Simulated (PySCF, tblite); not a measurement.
# C3H11Ge2NS: geometry, infrared bands and NMR shifts

Aim: predict the infrared bands and NMR shifts of C3H11Ge2NS (`C=[CH][GeH2][NH][GeH2][S]C`).

Computed with tblite 0.8.0 and PySCF 2.14.0, with density-fitted response routines of our own, on a single molecule in the gas phase. Atoms count from 0, in the outputs and in this text.

### 1 The starting structure

18 atoms, charge 0, multiplicity 1; geometry from: force field or distance geometry start.

Bonds of the start (Å): C0–C1 1.34, C1–Ge2 1.92, Ge2–N3 1.85, N3–Ge4 1.86, Ge4–S5 2.18, S5–C6 1.80, C0–H7 1.07, C0–H8 1.09, C1–H9 1.07, Ge2–H10 1.53, Ge2–H11 1.57, N3–H12 1.06, Ge4–H13 1.57, Ge4–H14 1.57, C6–H15 1.13, C6–H16 1.11, C6–H17 1.10.

### 2 Geometry optimisation with GFN2-xTB

Job settings and geometry (Å):

```
{"job": {"kind": "relax", "xc": "GFN2-xTB", "basis": "xTB"}, "charge": 0, "multiplicity": 1}
C     -2.738000     1.522500     0.869100
C     -2.073900     1.434000    -0.293300
Ge    -1.820800    -0.340000    -0.983200
N     -0.679100    -1.283100     0.126900
Ge     0.944700    -1.528100    -0.750200
S      2.670500    -0.851800     0.403300
C      3.620100     0.495800    -0.314500
H     -3.115300     0.644500     1.351900
H     -2.931800     2.480700     1.354000
H     -1.694700     2.321200    -0.761700
H     -1.295300    -0.293700    -2.422500
H     -3.249800    -0.992800    -1.041800
H     -1.121900    -2.226200     0.335100
H      1.105300    -3.062900    -1.035300
H      0.909500    -0.732200    -2.103200
H      4.441500     0.797100     0.397300
H      2.944200     1.376700    -0.387300
H      4.076200     0.244700    -1.285700
```

Run with:

```
$ OMP_NUM_THREADS=1 python probes_run.py task.json out
```

This one command runs all jobs of the session in turn.

**Question.** This job is followed by: GFN2-xTB harmonic vibrations, gas phase; GIAO PBE0/pcSseg-1 NMR shielding, non-relativistic, gas phase. What will the session give for the following? strongest single infrared mode (GFN2-xTB); zero-point energy (GFN2-xTB); 13C shifts against TMS (PBE0/pcSseg-1); 1H shifts against TMS (PBE0/pcSseg-1, means over atoms taken as alike); 73Ge shifts against GeMe4 (PBE0/pcSseg-1); 15N shifts against NH3 (PBE0/pcSseg-1); 33S shifts against CS2 (PBE0/pcSseg-1); surface potential, 1st and 99th percentile.

The runs gave:

| quantity | value |
| --- | --- |
| strongest single infrared mode (GFN2-xTB) | 1999 cm⁻¹, 540 km/mol |
| zero-point energy (GFN2-xTB) | 76.9 kcal/mol |
| 13C shifts against TMS (PBE0/pcSseg-1) | 147.3, 139.9, 13.2 ppm |
| 1H shifts against TMS (PBE0/pcSseg-1, means over atoms taken as alike) | 6.84, 6.41, 6.04, 5.31, 4.80, 1.97, 0.13 ppm |
| 73Ge shifts against GeMe4 (PBE0/pcSseg-1) | -9, -62 ppm |
| 15N shifts against NH3 (PBE0/pcSseg-1) | 20.8 ppm |
| 33S shifts against CS2 (PBE0/pcSseg-1) | -179 ppm |
| surface potential, 1st and 99th percentile | -1.08 V and 1.26 V |

What this shows: Over 196 steps the energy fell by 0.816 eV; of the close pairs, Ge2–H11 changed most, 1.572 to 1.507 Å. No mode is imaginary among the 48: a minimum at this level. The strongest single mode, at 1999 cm⁻¹, moves mainly H10. Unscaled tight-binding wavenumbers are off by several per cent, some by more. Its intensities can rank the bands wrongly. C1 (alkene CH) lies farthest downfield among carbon, at 147.3 ppm; an sp2 carbon of a C=C bond. H9 (hydrogen on an alkene CH) lies farthest downfield among hydrogen, at 6.84 ppm; olefinic region. At PBE0/pcSseg-1: The largest span, 295 ppm, is at S5, where the paramagnetic term is -380 ppm. By nearest atom (PBE0/pcSseg-1), the HOMO sits on S5 79 % and the LUMO on C0, C1 about 22 % each; Ge2 7 %. Spin-orbit coupling is left out, which matters for shieldings and couplings at and beside the heavy atoms.
